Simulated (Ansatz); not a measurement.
# Sn4Se3S: levels at named points

The task here is to estimate one member of a computed series from the others.

Computed with Ansatz 0.2.0 (DFT PBE+D3(BJ), scalar-relativistic, plane waves, PAW, unless a step's input says otherwise).

That is the level of the relaxation; later steps name their own.

## The structure to begin with

The structure is monoclinic, space group P2_1 (No. 4). Conventional cell: a = 8.313 Å, b = 4.424 Å, c = 11.328 Å, α = 90.00°, β = 90.00°, γ = 90.00°. Sn (site symmetry 1) has 2 S at 2.67 to 2.81 Å and 1 Se at 2.81 Å as nearest neighbours. Sn (site symmetry 1) has 2 Se at 2.67 to 2.81 Å and 1 S at 2.81 Å as nearest neighbours. Sn (site symmetry 1) has 3 Se at 2.67 to 2.81 Å as nearest neighbours. S (site symmetry 1) is surrounded by 3 Sn at 2.67 to 2.81 Å. Around Se (site symmetry 1) lie 3 Sn at 2.67 to 2.81 Å.

Structure file:

```xyz
16
Lattice="11.3285 0.0000 0.0000 0.0000 8.3128 0.0000 0.0000 0.0000 4.4242" Properties=species:S:1:pos:R:3 pbc="T T T"
Sn    1.3934    1.0391    0.4026
Sn    1.3934    5.1955    0.4026
Sn    4.2708    3.1173    2.6147
Sn    4.2708    7.2737    2.6147
Sn    7.0576    1.0391    1.8095
Sn    7.0576    5.1955    1.8095
Sn    9.9351    3.1173    4.0216
Sn    9.9351    7.2737    4.0216
S     4.0443    1.0391    0.0708
Se    4.0443    5.1955    0.0708
S     1.6200    3.1173    2.2829
Se    1.6200    7.2737    2.2829
Se    9.7085    1.0391    2.1413
Se    9.7085    5.1955    2.1413
Se    7.2842    3.1173    4.3535
Se    7.2842    7.2737    4.3535
```

The first run:

(A quick probe on a coarse mesh, which set the mesh and smearing, is not shown.)

The input, input.yaml:

```yaml
crystal:
  lattice:
    - [11.32845357, 0.0, 0.0]
    - [0.0, 8.3128232, 0.0]
    - [0.0, 0.0, 4.42424719]
  atoms:
    - { symbol: Sn, position: [0.123, 0.125, 0.091] }
    - { symbol: Sn, position: [0.123, 0.625, 0.091] }
    - { symbol: Sn, position: [0.377, 0.375, 0.591] }
    - { symbol: Sn, position: [0.377, 0.875, 0.591] }
    - { symbol: Sn, position: [0.623, 0.125, 0.409] }
    - { symbol: Sn, position: [0.623, 0.625, 0.409] }
    - { symbol: Sn, position: [0.877, 0.375, 0.909] }
    - { symbol: Sn, position: [0.877, 0.875, 0.909] }
    - { symbol: S, position: [0.357, 0.125, 0.016] }
    - { symbol: Se, position: [0.357, 0.625, 0.016] }
    - { symbol: S, position: [0.143, 0.375, 0.516] }
    - { symbol: Se, position: [0.143, 0.875, 0.516] }
    - { symbol: Se, position: [0.857, 0.125, 0.484] }
    - { symbol: Se, position: [0.857, 0.625, 0.484] }
    - { symbol: Se, position: [0.643, 0.375, 0.984] }
    - { symbol: Se, position: [0.643, 0.875, 0.984] }
basis:
  ecutwfc: 420
kpoints:
  mp_grid: { grid: [4, 4, 6] }
hamiltonian:
  xc: pbe
  dispersion: d3bj
scf:
  occupations: { method: gaussian, width: 0.02 }
output:
  forces: true
  stress: true
  eigenvalues: true
  write_density: true
  write_potential: true
  elf: true
  volumetric_format: npy
relax:
  adjacent_minimum: "off"
  f_tol: 0.005
  max_steps: 80
  cell: { stress_tol: 0.05 }
```

On the command line:

```bash
ansatz run input.yaml --threads 4 --pin off --max-ram 10240MiB --backend cpu --events-out ev --progress --plain --runs-dir out
```

Among the steps run: Relaxing cell and atoms; Band edges over the whole zone; Levels with PBE+D3(BJ); Levels with PBE+D3(BJ) on the hybrid's mesh; Levels with HSE06; Levels with PBE+D3(BJ), spin-orbit coupling; The run at r2SCAN.

One of the session's tables, all rows but one given; the rest of the session is left out.

| level | gap (eV) | least direct gap (eV) |
| --- | --- | --- |
| PBE+D3(BJ) | 0.53 | 0.59 |
| PBE+D3(BJ) on the hybrid's mesh | 0.53 | 0.59 |
| HSE06 | 0.88 | 0.98 |
| PBE+D3(BJ), spin-orbit coupling | 0.50 | 0.56 |
| r2SCAN | ? | ? |

**Question.** Estimate the row for r2SCAN.

The run gave: gap (eV): 0.75; least direct gap (eV): 0.87. In the column «gap (eV)» it lies between PBE+D3(BJ) on the hybrid's mesh (0.53) and HSE06 (0.88).

Gaps are by band count over the mesh and the named points; a gap of 0 means that the bands overlap or touch.

Limits of these values: Warnings in the runs' records: relaxed geometry near dispersion switch.
